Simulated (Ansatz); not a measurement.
A nudged elastic band was laid between two geometries of a periodic cell of 28 atoms, Li$_{27}$F (surface Li(100), adsorbate F).

Computed with DFT LDA, scalar-relativistic, plane waves, PAW (Ansatz 0.2.0). Settings: cutoff 420 eV, k mesh 3x3x1, gaussian smearing 0.05 eV, no spin polarisation.

- movable images: 3
- climbing image: yes
- spring: 10.0 eV/Å²
- optimiser: quadratic models (default)
- start path: IDPP
- force threshold: 0.05 eV/Å
- iteration limit: 80
- end points: relaxed
- atoms held: 1 to 9

Initial state:

```xyz
28
Lattice="10.4700 0.0000 0.0000 0.0000 10.4700 0.0000 0.0000 0.0000 16.4900" Properties=species:S:1:pos:R:3
Li 0.000 0.000 1.000
Li 3.490 0.000 1.000
Li 6.980 0.000 1.000
Li 0.000 3.490 1.000
Li 3.490 3.490 1.000
Li 6.980 3.490 1.000
Li 0.000 6.980 1.000
Li 3.490 6.980 1.000
Li 6.980 6.980 1.000
Li 1.705 1.685 2.690
Li 5.272 1.688 2.688
Li 8.725 1.820 2.613
Li 1.761 5.223 2.603
Li 5.223 5.227 2.605
Li 8.725 5.235 2.661
Li 1.776 8.734 2.663
Li 5.201 8.733 2.661
Li 8.726 8.787 2.897
Li -0.153 -0.029 4.403
Li 3.491 -0.020 4.349
Li 7.124 -0.025 4.398
Li 0.032 3.529 4.276
Li 3.489 3.514 4.293
Li 6.949 3.531 4.277
Li 0.136 6.794 4.304
Li 3.491 6.948 4.298
Li 6.852 6.805 4.306
F 8.719 9.753 4.408
```

Final state:

```xyz
28
Lattice="10.4700 0.0000 0.0000 0.0000 10.4700 0.0000 0.0000 0.0000 16.4900" Properties=species:S:1:pos:R:3
Li 0.000 0.000 1.000
Li 3.490 0.000 1.000
Li 6.980 0.000 1.000
Li 0.000 3.490 1.000
Li 3.490 3.490 1.000
Li 6.980 3.490 1.000
Li 0.000 6.980 1.000
Li 3.490 6.980 1.000
Li 6.980 6.980 1.000
Li 1.787 1.719 2.671
Li 5.192 1.720 2.673
Li 8.724 1.518 2.882
Li 1.796 5.235 2.612
Li 5.182 5.235 2.612
Li 8.723 5.235 2.670
Li 1.787 8.750 2.671
Li 5.192 8.749 2.673
Li 8.725 8.952 2.882
Li -0.001 0.000 4.379
Li 3.488 -0.001 4.385
Li 6.980 0.000 4.380
Li 0.105 3.589 4.262
Li 3.491 3.502 4.355
Li 6.877 3.591 4.264
Li 0.105 6.880 4.262
Li 3.490 6.969 4.355
Li 6.878 6.878 4.264
F 8.724 10.470 4.012
```

Q: Which bonds break or form, and what moves?

A: Contacts made: Li12–F28. The atom that moves furthest is F28, by 0.82 Å.

Q: What energy profile does the band end with?

A: The forces met the threshold. The highest image is number 0 of 0 to 4, 0.000 eV above the first end and 0.120 eV above the last; the last end lies 0.120 eV below the first. The highest image is an end point: on this band no image between the ends rises above it. Limits of this set-up: thin slab, slab without dipole correction.

| image | path coordinate (Å) | energy (eV) | Li12–F28 (Å) |
| --- | --- | --- | --- |
| 0 | 0.00 | 0.000 | 3.11 |
| 1 | 0.12 | -0.001 | 2.99 |
| 2 | 0.43 | -0.013 | 2.59 |
| 3 | 0.74 | -0.073 | 2.17 |
| 4 | 1.04 | -0.120 | 1.89 |

Time of the run: 7.9 min on 4 threads of Intel(R) Xeon(R) Platinum 8488C (Sapphire Rapids), with other jobs on the host, peak memory 4.4 GiB.
